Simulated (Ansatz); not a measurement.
# Si16O: the cost of one run

Method: DFT LDA, plane waves, PAW, scalar-relativistic, collinear spin, in Ansatz 0.2.0.

## 1. The structure to begin with

The cell holds 17 atoms (OSi16): a = 7.679 Å, b = 7.679 Å, c = 7.679 Å, α = 60.00°, β = 60.00°, γ = 60.00°.

Coordinates:

```xyz
17
Lattice="0.0000 5.4300 5.4300 5.4300 0.0000 5.4300 5.4300 5.4300 0.0000" Properties=species:S:1:pos:R:3 pbc="T T T"
Si    0.0000    0.0000    0.0000
Si    1.3575    1.3575    1.3575
Si    2.7150    2.7150    0.0000
Si    4.0725    4.0725    1.3575
Si    2.7150    0.0000    2.7150
Si    4.0725    1.3575    4.0725
Si    5.4300    2.7150    2.7150
Si    6.7875    4.0725    4.0725
Si    0.0000    2.7150    2.7150
Si    1.3575    4.0725    4.0725
Si    2.7150    5.4300    2.7150
Si    4.0725    6.7875    4.0725
Si    2.7150    2.7150    5.4300
Si    4.0725    4.0725    6.7875
Si    5.4300    5.4300    5.4300
Si    6.7875    6.7875    6.7875
O     5.3800    2.6797    5.4427
```

## 2. Preparing the start

Input file input.yaml:

```yaml
accuracy: low
crystal:
  lattice:
    - [0.0, 5.43, 5.43]
    - [5.43, 0.0, 5.43]
    - [5.43, 5.43, 0.0]
  atoms:
    - { symbol: Si, position: [0.0, 0.0, 0.0] }
    - { symbol: Si, position: [0.125, 0.125, 0.125] }
    - { symbol: Si, position: [0.0, 0.0, 0.5] }
    - { symbol: Si, position: [0.125, 0.125, 0.625] }
    - { symbol: Si, position: [0.0, 0.5, 0.0] }
    - { symbol: Si, position: [0.125, 0.625, 0.125] }
    - { symbol: Si, position: [0.0, 0.5, 0.5] }
    - { symbol: Si, position: [0.125, 0.625, 0.625] }
    - { symbol: Si, position: [0.5, 0.0, 0.0] }
    - { symbol: Si, position: [0.625, 0.125, 0.125] }
    - { symbol: Si, position: [0.5, 0.0, 0.5] }
    - { symbol: Si, position: [0.625, 0.125, 0.625] }
    - { symbol: Si, position: [0.5, 0.5, 0.0] }
    - { symbol: Si, position: [0.625, 0.625, 0.125] }
    - { symbol: Si, position: [0.5, 0.5, 0.5] }
    - { symbol: Si, position: [0.625, 0.625, 0.625] }
    - { symbol: O, position: [0.2525211, 0.7498131, 0.2409773], spin: 1.0 }
magnetization:
  spin_polarized: true
basis:
  ecutwfc: 420.0
kpoints:
  mp_grid: { grid: [2, 2, 2] }
hamiltonian:
  xc: lda
  pseudopotentials: { kind: paw, azcp: { folder: soft_1 } }
scf:
  occupations: { method: fermi_dirac, width: 0.02 }
  lower_state_search: "off"
relax:
  f_tol: 0.08
  max_steps: 25
  adjacent_minimum: "off"
output:
  write_density: true
  write_potential: true
  elf: true
  volumetric_format: npy
```

Started as:

```bash
ansatz run input.yaml --threads 1 --pin off --max-ram 3072MiB --backend cpu --events-out ev --progress --plain --runs-dir out
```

**Question.** How long does this run take on 1 thread of Arm Neoverse V2, shared host, and how much memory does it need?

About 3.3 min, with a peak of 0.62 GiB.
